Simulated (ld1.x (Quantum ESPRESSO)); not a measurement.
**Potentials for Ga that differ in a few settings**

Aim: generate and test one potential in full, then change a few of its settings and see what happens to hardness, ghosts and transferability.

Program: ld1.x (Quantum ESPRESSO) 7.5. Reference atom: Wu–Cohen, scalar-relativistic, spherical and spin-unpolarised. All values are calculated.

1 further run of the same task is left out (set aside as unsound or not needed).

### Step 1. Starting point

The settings as typed:

- element: gallium (Ga, Z = 31)
- type: norm-conserving Troullier–Martins (Kleinman–Bylander form)
- frozen core: [Ar]
- valence charge: 13
- reference configuration: 3d10 4s1.5 4p1.5
- partial waves: 4s (bound): rc 1.80 bohr; 4p (bound): rc 1.56 bohr; 3d (bound): rc 0.75 bohr
- local potential: the d channel
- core correction: Bessel-smoothed model core, default radius (core density twice the valence density)

The nodes and maxima of the atom's own shells, from an earlier all-electron run, set the scale for the radii.

All-electron outer shells of the reference configuration (Wu–Cohen, scalar-relativistic, ld1.x):

```csv
shell,level (eV),outermost node (bohr),outermost maximum (bohr)
3s,-148.84,0.27,0.56
3p,-99.73,0.24,0.56
3d,-20.12,–,0.53
4s,-9.56,0.81,1.87
4p,-2.97,0.87,2.50
```

### Step 2. Generation of the first potential

Contents of Ga.in:

```
 &input
   title='Ga', zed=31., rel=1, dft='WC', iswitch=3,
   config='[Ar] 3d10 4s1.5 4p1.5',
   nld=3, rlderiv=1.95, eminld=-3.0, emaxld=5.0, deld=0.02
 /
 &inputp
   pseudotype=2, tm=.true., lloc=2,
   nlcc=.true., new_core_ps=.true.,
   file_pseudopw='Ga.UPF', file_wfcaegen='ae.wfc', file_wfcncgen='nc.wfc', file_beta='beta', file_chi='chi'
 /
3
4S  1  0   1.50   0.00  1.80  1.80  0.0
4P  2  1   1.50   0.00  1.56  1.56  0.0
3D  3  2  10.00   0.00  0.75  0.75  0.0
 &test
   configts(1)='3d10 4s1.5 4p1.5'
 /
```

On the command line:

```
$ ld1.x < Ga.in > Ga.out
```

Output in Ga.out (without the banner and most projector matrices):

```text
     Program LD1 v.7.5
     --------------------------- All-electron run ----------------------------

     Ga
     scalar relativistic calculation

     atomic number is 31.00
     dft =WC   lsd =0 sic =0 latt =0  beta=0.20 tr2=1.0E-14
     Exchange-correlation= WC
                           (   1   4  11   4   0   0   0)
     mesh =1205 r(mesh) = 101.09016 a.u. xmin = -7.00 dx = 0.01250
     1 Ry =  13.60569312 eV, c = 137.03599908

     n l     nl                  e(Ry)          e(Ha)          e(eV)
     1 0     1S 1( 2.00)      -751.7746      -375.8873    -10228.4138
     2 0     2S 1( 2.00)       -92.8136       -46.4068     -1262.7936
     2 1     2P 1( 6.00)       -80.8372       -40.4186     -1099.8460
     3 0     3S 1( 2.00)       -10.9397        -5.4699      -148.8429
     3 1     3P 1( 6.00)        -7.3301        -3.6650       -99.7309
     3 2     3D 1(10.00)        -1.4787        -0.7393       -20.1187
     4 0     4S 1( 1.50)        -0.7025        -0.3513        -9.5584
     4 1     4P 1( 1.50)        -0.2184        -0.1092        -2.9709

     final scf error:  7.6E-15 reached in  29 iterations

     Etot =   -3886.690453 Ry,   -1943.345226 Ha,  -52881.117563 eV

     Ekin =    3952.720351 Ry,    1976.360176 Ha,   53779.500098 eV
     Encl =   -9365.895931 Ry,   -4682.947966 Ha, -127429.505865 eV
     Eh   =    1676.399560 Ry,     838.199780 Ha,   22808.577961 eV
     Exc  =    -149.914432 Ry,     -74.957216 Ha,   -2039.689758 eV

     normalization and overlap integrals

     s(1S/1S) =  1.000000  <r> =   0.0486  <r2> =    0.0032  r(max) =   0.0319
     s(2S/2S) =  1.000000  <r> =   0.2179  <r2> =    0.0560  r(max) =   0.1833
     s(2P/2P) =  1.000000  <r> =   0.1907  <r2> =    0.0446  r(max) =   0.1464
     s(3S/3S) =  1.000000  <r> =   0.6521  <r2> =    0.4912  r(max) =   0.5647
     s(3P/3P) =  1.000000  <r> =   0.6793  <r2> =    0.5445  r(max) =   0.5647
     s(3D/3D) =  1.000000  <r> =   0.8089  <r2> =    0.8580  r(max) =   0.5305
     s(4S/4S) =  1.000000  <r> =   2.3104  <r2> =    6.1990  r(max) =   1.8748
     s(4P/4P) =  1.000000  <r> =   3.2645  <r2> =   12.8091  r(max) =   2.4993

     ------------------------ End of All-electron run ------------------------

     --------------------- Generating NC pseudopotential ---------------------

      Generating local pot.: lloc=2, matching radius rcloc =   0.7500

      Computing core charge for nlcc:

       r > 0.31 : true rho core
      Core charge pseudized with two Bessel functions
      Integrated core pseudo-charge :  14.62

      Wfc   4S  rcut= 1.806  Using Troullier-Martins method

      Wfc   4P  rcut= 1.554  Using Troullier-Martins method

     ------------------- End of pseudopotential generation -------------------

     [... the all-electron block is printed once more ...]


     Computing logarithmic derivative in   1.95870
     Computing logarithmic derivative in   1.95870
     Computing the partial wave expansion
     R is outside the sphere for l=    0 j= 0.00
     R is outside the sphere for l=    1 j= 0.00
       no projector for channel:   2

     ---------------------- Testing the pseudopotential ----------------------

     Ga
     scalar relativistic calculation

     atomic number is 31.00   valence charge is 13.00
     dft =WC   lsd =0 sic =0 latt =0  beta=0.20 tr2=1.0E-14
     mesh =1205 r(mesh) = 101.09016 xmin = -7.00 dx = 0.01250

     n l     nl             e AE (Ry)        e PS (Ry)    De AE-PS (Ry)
     3 2     3D   1(10.00)       -1.47870       -1.47867       -0.00003
     1 0     4S   1( 1.50)       -0.70253       -0.70254        0.00000
     2 1     4P   1( 1.50)       -0.21836       -0.21836       -0.00001

     eps = 4.6E-15  iter = 22

     Etot =   -3886.690453 Ry,   -1943.345226 Ha,  -52881.117563 eV
     Etotps =  -216.167799 Ry,    -108.083899 Ha,   -2941.112732 eV

     Ekin =     241.738961 Ry,     120.869480 Ha,    3289.026116 eV
     Encl =    -513.284860 Ry,    -256.642430 Ha,   -6983.596294 eV
     Ehrt =     143.628463 Ry,      71.814231 Ha,    1954.164788 eV
     Ecxc =     -89.828072 Ry,     -44.914036 Ha,   -1222.173183 eV
     (Ecc =     -59.627215 Ry,     -29.813608 Ha,    -811.269590 eV)
     Epseu=       1.577710 Ry,       0.788855 Ha,      21.465842 eV

     ---------------------- End of pseudopotential test ----------------------
```

Wall time 2.5 s (1 thread, shared host). (Generation and the later configuration tests together.)

All-electron and pseudo partial waves u(r) = r·R(r), from the program's wave files:

| r (bohr) | 3d AE | 3d PS | 4p AE | 4p PS |
| --- | --- | --- | --- | --- |
| 0.090 | 0.1145 | 0.0438 | 0.1226 | 0.0043 |
| 0.180 | 0.4330 | 0.2843 | 0.0789 | 0.0166 |
| 0.270 | 0.7477 | 0.6737 | -0.0547 | 0.0352 |
| 0.360 | 0.9620 | 0.9914 | -0.1629 | 0.0577 |
| 0.450 | 1.0704 | 1.1208 | -0.2132 | 0.0814 |
| 0.540 | 1.0970 | 1.1192 | -0.2116 | 0.1039 |
| 0.630 | 1.0705 | 1.0733 | -0.1740 | 0.1240 |
| 0.720 | 1.0138 | 1.0138 | -0.1153 | 0.1418 |
| 0.810 | 0.9423 | 0.9423 | -0.0462 | 0.1585 |
| 0.900 | 0.8653 | 0.8653 | 0.0260 | 0.1761 |
| 0.990 | 0.7882 | 0.7882 | 0.0972 | 0.1967 |
| 1.080 | 0.7142 | 0.7142 | 0.1646 | 0.2226 |
| 1.170 | 0.6446 | 0.6446 | 0.2269 | 0.2550 |
| 1.260 | 0.5803 | 0.5803 | 0.2834 | 0.2936 |
| 1.350 | 0.5215 | 0.5215 | 0.3339 | 0.3361 |
| 1.440 | 0.4680 | 0.4680 | 0.3785 | 0.3787 |
| 1.530 | 0.4197 | 0.4197 | 0.4175 | 0.4175 |
| 1.620 | 0.3762 | 0.3762 | 0.4512 | 0.4512 |
| 1.710 | 0.3370 | 0.3370 | 0.4801 | 0.4801 |
| 1.800 | 0.3019 | 0.3019 | 0.5044 | 0.5044 |
| 1.890 | 0.2704 | 0.2704 | 0.5246 | 0.5246 |
| 1.980 | 0.2422 | 0.2422 | 0.5411 | 0.5411 |
| 2.070 | 0.2169 | 0.2169 | 0.5541 | 0.5541 |
| 2.160 | 0.1942 | 0.1942 | 0.5640 | 0.5640 |
| 2.250 | 0.1739 | 0.1739 | 0.5710 | 0.5710 |
| 2.340 | 0.1558 | 0.1558 | 0.5756 | 0.5756 |

### Step 3. Configuration tests

Contents of Ga.test.in:

```
 &input
   title='Ga', zed=31., rel=1, dft='WC', iswitch=2,
   config='[Ar] 3d10 4s1.5 4p1.5'
 /
 &test
   file_pseudo='Ga.UPF', nconf=8,
   configts(1)='3d10 4s1.5 4p1.5',
   configts(2)='3d10 4s2 4p1',
   configts(3)='3d10 4s2 4p0',
   configts(4)='3d10 4s1 4p0',
   configts(5)='3d9 4s2 4p2',
   configts(6)='3d10 4s1 4p1',
   configts(7)='3d9 4s2 4p1',
   configts(8)='3d10 4s0 4p0'
 /
```

On the command line:

```
$ ld1.x < Ga.test.in > Ga.test.out
```

Ga.test.out, the pseudopotential blocks, each with the warnings that came before it:

```text
     ---------------------- Testing the pseudopotential ----------------------

     Ga
     scalar relativistic calculation

     atomic number is 31.00   valence charge is 13.00
     dft =WC   lsd =0 sic =0 latt =0  beta=0.20 tr2=1.0E-14
     mesh =1205 r(mesh) = 101.09016 xmin = -7.00 dx = 0.01250

     n l     nl             e AE (Ry)        e PS (Ry)    De AE-PS (Ry)
     3 2     3D   1(10.00)       -1.47870       -1.47867       -0.00003
     1 0     4S   1( 1.50)       -0.70253       -0.70254        0.00000
     2 1     4P   1( 1.50)       -0.21836       -0.21836       -0.00001

     eps = 3.4E-15  iter = 22

     Etot =   -3886.690453 Ry,   -1943.345226 Ha,  -52881.117563 eV
     Etotps =  -216.167799 Ry,    -108.083899 Ha,   -2941.112733 eV

     Ekin =     241.738961 Ry,     120.869481 Ha,    3289.026121 eV
     Encl =    -513.284861 Ry,    -256.642430 Ha,   -6983.596299 eV
     Ehrt =     143.628463 Ry,      71.814231 Ha,    1954.164787 eV
     Ecxc =     -89.828072 Ry,     -44.914036 Ha,   -1222.173183 eV
     (Ecc =     -59.627215 Ry,     -29.813608 Ha,    -811.269590 eV)
     Epseu=       1.577710 Ry,       0.788855 Ha,      21.465841 eV

     ---------------------- End of pseudopotential test ----------------------

     ---------------------- Testing the pseudopotential ----------------------

     Ga
     [...]
     n l     nl             e AE (Ry)        e PS (Ry)    De AE-PS (Ry)
     3 2     3D   1(10.00)       -1.40770       -1.40980        0.00210
     1 0     4S   1( 2.00)       -0.66062       -0.66063        0.00001
     2 1     4P   1( 1.00)       -0.18789       -0.18794        0.00005

     eps = 6.7E-16  iter = 22

     Etot =   -3886.929707 Ry,   -1943.464854 Ha,  -52884.372789 eV
     Etotps =  -216.407067 Ry,    -108.203534 Ha,   -2944.368146 eV
     dEtot_ae =      -0.239255 Ry
     dEtot_ps =      -0.239268 Ry,   Delta E=       0.000014 Ry

     [...]
     ---------------------- End of pseudopotential test ----------------------

     ---------------------- Testing the pseudopotential ----------------------

     Ga
     [...]
     n l     nl             e AE (Ry)        e PS (Ry)    De AE-PS (Ry)
     3 2     3D   1(10.00)       -2.02018       -2.01854       -0.00164
     1 0     4S   1( 2.00)       -1.20627       -1.20600       -0.00027
     2 1     4P   1( 0.00)       -0.66612       -0.66598       -0.00014

     eps = 2.9E-15  iter = 16

     Etot =   -3886.512257 Ry,   -1943.256129 Ha,  -52878.693089 eV
     Etotps =  -215.989608 Ry,    -107.994804 Ha,   -2938.688325 eV
     dEtot_ae =       0.178196 Ry
     dEtot_ps =       0.178191 Ry,   Delta E=       0.000005 Ry

     [...]
     ---------------------- End of pseudopotential test ----------------------

     ---------------------- Testing the pseudopotential ----------------------

     Ga
     [...]
     n l     nl             e AE (Ry)        e PS (Ry)    De AE-PS (Ry)
     3 2     3D   1(10.00)       -2.89834       -2.88679       -0.01155  !
     1 0     4S   1( 1.00)       -1.91542       -1.91644        0.00102
     2 1     4P   1( 0.00)       -1.29684       -1.29760        0.00076

     eps = 8.4E-15  iter = 16

     Etot =   -3884.955374 Ry,   -1942.477687 Ha,  -52857.510614 eV
     Etotps =  -214.432481 Ry,    -107.216240 Ha,   -2917.502530 eV
     dEtot_ae =       1.735079 Ry
     dEtot_ps =       1.735318 Ry,   Delta E=      -0.000239 Ry

     [...]
     ---------------------- End of pseudopotential test ----------------------

     BEWARE! Errors in PS-KS equations
     Warning: n=1, l=0 expected 0 nodes, found 1
     Warning: n=2, l=1 expected 0 nodes, found 1
     Warning: n=3, l=2 expected 0 nodes, found 1
     ---------------------- Testing the pseudopotential ----------------------

     Ga
     [...]
     n l     nl             e AE (Ry)        e PS (Ry)    De AE-PS (Ry)
     3 2     3D   1( 9.00)       -2.06193       -1.19670       -0.86523  !
     1 0     4S   1( 2.00)       -0.83672       -0.83672        0.00000
     2 1     4P   1( 2.00)       -0.28548       -0.11106       -0.17442  !

     eps = 5.8E-15  iter = 19

     Etot =   -3885.436377 Ry,   -1942.718188 Ha,  -52864.054993 eV
     Etotps =   -72.293091 Ry,     -36.146545 Ha,    -983.597608 eV
     dEtot_ae =       1.254076 Ry
     dEtot_ps =     143.874708 Ry,   Delta E=    -142.620632 Ry

     [...]
     ---------------------- End of pseudopotential test ----------------------

     ---------------------- Testing the pseudopotential ----------------------

     Ga
     [...]
     n l     nl             e AE (Ry)        e PS (Ry)    De AE-PS (Ry)
     3 2     3D   1(10.00)       -2.15335       -2.14779       -0.00556  !
     1 0     4S   1( 1.00)       -1.28651       -1.28643       -0.00008
     2 1     4P   1( 1.00)       -0.73243       -0.73229       -0.00014

     eps = 7.8E-15  iter = 16

     Etot =   -3885.964945 Ry,   -1942.982473 Ha,  -52871.246529 eV
     Etotps =  -215.442304 Ry,    -107.721152 Ha,   -2931.241877 eV
     dEtot_ae =       0.725508 Ry
     dEtot_ps =       0.725495 Ry,   Delta E=       0.000013 Ry

     [...]
     ---------------------- End of pseudopotential test ----------------------

     BEWARE! Errors in PS-KS equations
     ---------------------- Testing the pseudopotential ----------------------

     Ga
     [...]
     n l     nl             e AE (Ry)        e PS (Ry)    De AE-PS (Ry)
     3 2     3D   1( 9.00)       -2.71576       -5.59652        2.88076  !
     1 0     4S   1( 2.00)       -1.42656       -1.42656        0.00000
     2 1     4P   1( 1.00)       -0.81938       -1.06511        0.24573  !

     eps = 9.5E-15  iter = 33

     Etot =   -3884.892645 Ry,   -1942.446323 Ha,  -52856.657146 eV
     Etotps =  -211.356105 Ry,    -105.678053 Ha,   -2875.646308 eV
     dEtot_ae =       1.797807 Ry
     dEtot_ps =       4.811694 Ry,   Delta E=      -3.013886 Ry

     [...]
     ---------------------- End of pseudopotential test ----------------------

     ---------------------- Testing the pseudopotential ----------------------

     Ga
     [...]
     n l     nl             e AE (Ry)        e PS (Ry)    De AE-PS (Ry)
     3 2     3D   1(10.00)       -3.85937       -3.84449       -0.01488  !
     1 0     4S   1( 0.00)       -2.67164       -2.82813        0.15648  !
     2 1     4P   1( 0.00)       -1.98230       -1.99003        0.00772  !

     eps = 1.0E-15  iter = 17

     Etot =   -3882.667181 Ry,   -1941.333591 Ha,  -52826.378167 eV
     Etotps =  -212.139614 Ry,    -106.069807 Ha,   -2886.306488 eV
     dEtot_ae =       4.023271 Ry
     dEtot_ps =       4.028185 Ry,   Delta E=      -0.004913 Ry

     [...]
     ---------------------- End of pseudopotential test ----------------------
```

2 tests gave no usable energy difference (3d9 4s2 4p2; 3d9 4s2 4p1).

Excitation and ionisation energies from 3d10 4s1.5 4p1.5, with the error of the potential.

| valence configuration | charge | ΔE all-electron (eV) | error AE − PS (meV) |
| --- | --- | --- | --- |
| 3d10 4s2 4p1 | 0 | -3.255 | +0.2 |
| 3d10 4s2 4p0 | +1 | 2.424 | +0.1 |
| 3d10 4s1 4p0 | +2 | 23.607 | -3.3 |
| 3d10 4s1 4p1 | +1 | 9.871 | +0.2 |
| 3d10 4s0 4p0 | +3 | 54.739 | -67 |

### Step 4. Scattering by logarithmic derivatives

Taken from the files of the generation run. The phase is arctan(r·u′/u) with u = r·R, unwrapped, with energies in Ry. A pole is an energy at which the radial function vanishes at the test radius. The pseudo phase is shifted by a multiple of π to meet the all-electron one at the reference energy. Levels narrower than the energy grid can be missing from the poles. The last column is the largest difference on the grid between −1 and +1 Ry.

| channel | radius (bohr) | reference (Ry) | poles AE | poles PS | window around the reference with phases within 0.05 rad (Ry) | largest difference near zero (rad) |
| --- | --- | --- | --- | --- | --- | --- |
| s | 1.96 | -0.70 | 2.98 | 1.13, 3.88 | below 0.5 | 0.088 |
| p | 1.96 | -0.22 | 4.53 | 3.54 | below 2.6 | 0.028 |
| d | 1.96 | -1.48 | -1.30 | -1.30 | the whole range | 0.002 |

Phases (rad) along the scan:

```
E (Ry)    s AE    s PS    d AE    d PS
 -3.00   1.150   1.144   1.264   1.264
 -2.52   1.077   1.070   1.216   1.216
 -2.04   0.962   0.954   1.096   1.096
 -1.56   0.760   0.753  -0.612  -0.612
 -1.08   0.372   0.369  -1.709  -1.708
 -0.60  -0.270  -0.271  -1.826  -1.826
 -0.12  -0.833  -0.846  -1.898  -1.897
  0.36  -1.138  -1.174  -1.970  -1.969
  0.84  -1.301  -1.389  -2.062  -2.060
  1.32  -1.401  -2.045  -2.198  -2.194
  1.80  -1.467  -4.439  -2.426  -2.419
  2.28  -1.517  -4.568  -2.837  -2.822
  2.76  -1.555  -4.629  -3.443  -3.422
  3.24  -1.588  -4.671  -3.945  -3.928
  3.72  -1.616  -4.703  -4.230  -4.219
  4.20  -1.643  -4.730  -4.391  -4.383
  4.68  -1.669  -4.755  -4.491  -4.485
```

### Step 5. Cutoff and ghost test in a Bessel basis

This step uses the generator's waves and projectors in a separate script. Basis: spherical Bessel functions vanishing at 20 bohr, q² up to the cutoff; potential fixed at the reference.

All-electron valence levels (Ry): 4s -0.7025, 4p -0.2184, 3d -1.4787. The lowest levels of each channel (Ry) by cutoff; the last column sums, over occupied levels, occupation times the distance from the level at 400 Ry. A positive value at high cutoff is not a bound level.

| cutoff (Ry) | s #1 | s #2 | p #1 | p #2 | d #1 | f #1 | Σ f·Δε (mRy) |
| --- | --- | --- | --- | --- | --- | --- | --- |
| 8 | -1.2378 | -0.6152 | -0.2157 | 0.0236 | 0.0473 | 0.1030 | 15390.9 |
| 15 | -8.7980 | -0.6966 | -0.2220 | 0.0231 | 0.0466 | 0.1030 | 15263.3 |
| 25 | -21.6387 | -0.6995 | -0.2265 | 0.0227 | 0.0456 | 0.1030 | 15255.6 |
| 40 | -35.8670 | -0.7024 | -2.5555 | -0.2163 | 0.0431 | 0.1030 | 15217.6 |
| 55 | -43.4679 | -0.7025 | -6.7343 | -0.2181 | 0.0365 | 0.1030 | 15148.4 |
| 90 | -51.7264 | -0.7025 | -12.6902 | -0.2183 | -0.1488 | 0.1030 | 13295.2 |
| 120 | -54.4048 | -0.7025 | -16.1509 | -0.2183 | -0.4946 | 0.1030 | 9837.1 |
| 180 | -55.9490 | -0.7025 | -18.6309 | -0.2183 | -1.1531 | 0.1030 | 3252.4 |
| 260 | -56.1211 | -0.7025 | -19.3094 | -0.2184 | -1.4429 | 0.1030 | 354.4 |
| 400 | -56.1272 | -0.7025 | -19.3506 | -0.2184 | -1.4783 | 0.1030 | 0.0 |

The sum stays within 10 mRy only somewhere over 300 Ry and within 1 mRy only somewhere over 300 Ry. The sum leaves out empty levels, which can need more. Ghost test: ghost states, bound below the all-electron valence or empty levels of the same l: s at -763.6 eV, p at -263.3 eV.

(Part 1 of 2 ends here.)
